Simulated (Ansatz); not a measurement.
Task: a rigid scan of one bond angle of CH3NSeSi, SMILES N#C[SiH2][SeH], with Ansatz's Python interface. Give the script and its output. Settings (for the species named): PBE, def2-SVP basis, multiplicity 1.

```xyz
7

N     2.0981   -1.5087    0.1636
C     1.3069   -0.6681    0.0854
Si    0.0647    0.6506   -0.0375
Se   -1.8711   -0.2088   -0.8823
H     0.5612    1.7103   -0.9278
H    -0.1896    1.2095    1.2986
H    -1.9702   -1.1848    0.3001
```

`run_bend.py`:
```python
"""Bending curve of CH3NSeSi."""

import ansatz as az
from ase import Atoms

BASIS_SET = "def2-SVP"
FUNCTIONAL = "pbe"
FMAX = 0.02

atoms = Atoms(["N", "C", "Si", "Se", "H", "H", "H"], positions=[
    (2.0981, -1.5087, 0.1636),
    (1.3069, -0.6681, 0.0854),
    (0.0647, 0.6506, -0.0375),
    (-1.8711, -0.2088, -0.8823),
    (0.5612, 1.7103, -0.9278),
    (-0.1896, 1.2095, 1.2986),
    (-1.9702, -1.1848, 0.3001),
])

# relax first, so that the scan starts from a minimum
first = (
    az.Crystal.molecule_from_ase(atoms).calculation()
    .basis(gaussian=BASIS_SET)
    .functional(FUNCTIONAL)
    .scf(lower_state_search="standard")
    .relax(force_tolerance=FMAX, max_steps=80)
)
atoms.positions = first.run(threads=1).report["positions_ang"]

rows = []
for angle in [85, 95, 105, 115, 125, 140, 160]:
    bent = atoms.copy()
    bent.set_angle(2, 3, 6, angle, indices=[6])
    calc = (
        az.Crystal.molecule_from_ase(bent).calculation()
        .basis(gaussian=BASIS_SET)
        .functional(FUNCTIONAL)
        .scf(lower_state_search="standard")
    )
    rows.append((angle, calc.run(threads=1).report["free_energy_ev"]))
floor = min(e for _, e in rows)
for angle, e in rows:
    print(f"angle Si2-Se3-H6 = {angle:3d} deg   {1000 * (e - floor):9.1f} meV")
```

`python run_bend.py` gives:
```text
angle Si2-Se3-H6 =  85 deg        24.1 meV
angle Si2-Se3-H6 =  95 deg         0.0 meV
angle Si2-Se3-H6 = 105 deg        76.6 meV
angle Si2-Se3-H6 = 115 deg       246.9 meV
angle Si2-Se3-H6 = 125 deg       501.0 meV
angle Si2-Se3-H6 = 140 deg      1008.0 meV
angle Si2-Se3-H6 = 160 deg      1781.5 meV
```

Caveats:
- These settings explore the input space; basis and method may be short of convergence.
- The scan is rigid, and the energies are electronic, in a modest basis. The zero is the lowest point of the grid, which needn't be the minimum.
- Timing: 33 s on 1 thread of Arm Neoverse V2, on a shared host, peak memory 0.22 GiB.
